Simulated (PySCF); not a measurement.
# C2H8BrPSi2: the cost of one run

Programs: PySCF 2.14.0, with routines of our own; each step states its level. All values are computed. Atoms count from 0.

## 1. The starting structure

14 atoms, charge 0, multiplicity 1; geometry from: GFN2-xTB.

## 2. Optimising the geometry at PBE0-D3(BJ)/def2-SVP

Job settings and geometry (Å):

```
{"job": {"xc": "PBE0", "basis": "def2-SVP", "d3": "d3bj", "grid": 1, "maxiter": 30, "shake": 0.01, "kind": "geom"}, "charge": 0, "multiplicity": 1}
Br     3.328200    -1.182970    -0.394410
Si     1.479610    -0.379720     0.605680
C     -0.039170    -1.304920    -0.132890
C     -1.228100    -0.414380    -0.079420
Si    -0.870200     1.344320    -0.718300
P      1.177190     1.788490     0.109180
H      1.715800    -0.652270     2.026500
H      0.214750    -1.555970    -1.169210
H     -0.197790    -2.238830     0.418460
H     -2.069000    -0.867840    -0.649340
H     -1.631040    -0.359410     0.963440
H     -0.752420     1.372250    -2.160610
H     -1.868690     2.330560    -0.218500
H      0.733710     2.105590     1.391670
```

Run with:

```bash
OMP_NUM_THREADS=1 python heavy_run.py task.json out
```

One launch serves the whole session: the jobs run in the order shown.

Q: Estimate the wall time and peak memory of this first job on 1 thread of Arm Neoverse N1, shared host.

About 2.2 min, with a peak of 0.67 GiB.
